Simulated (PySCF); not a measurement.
# C₇H₁₀O₄: vibronic structure

Programs: PySCF 2.14.0, with routines of our own; each step states its level. All values are computed. Atoms count from 0.

## Step 1: The system as given

21 atoms, charge 0, multiplicity 1; geometry from: GFN2-xTB.

## Step 2: Vibronic structure: TDDFT PBE0/def2-SV(P)

The job: settings as JSON, then the geometry in Å.

```
{"job": {"kind": "vib", "xc": "PBE0", "basis": "def2-SV(P)", "tda": false}, "charge": 0, "multiplicity": 1}
C      2.722530     0.252090     0.199591
C      1.396378    -0.068320     0.878599
C      0.328670    -0.476367    -0.142581
O      0.107213     0.566270    -1.092159
C     -0.725595     1.557112    -0.752825
O     -0.990689     2.436928    -1.519322
C     -1.336618     1.510692     0.664415
O     -1.655173     2.508062     1.242948
O     -1.502577     0.301963     1.218080
C     -1.009599    -0.837941     0.512326
C     -2.037662    -1.339774    -0.497733
H      3.114233    -0.626965    -0.306720
H      3.448606     0.580107     0.938220
H      2.592716     1.043647    -0.534165
H      1.050835     0.806389     1.435181
H      1.525751    -0.889501     1.585522
H      0.690290    -1.318428    -0.742409
H     -0.854048    -1.592408     1.290754
H     -2.991439    -1.491256     0.000572
H     -2.177261    -0.621693    -1.303455
H     -1.705481    -2.283664    -0.920608
```

Method: TDDFT PBE0/def2-SV(P) vertical-gradient vibronic structure (displaced harmonic oscillators, Condon), gas phase.

Run with:

```sh
$ OMP_NUM_THREADS=1 python excited_run.py task.json out
```

One launch serves the whole session: the jobs run in the order shown.

**Question.** How long does this first job take on 1 thread of AMD EPYC, shared host, and how much memory does it need?

About 2.6 min, with a peak of 1.1 GiB.
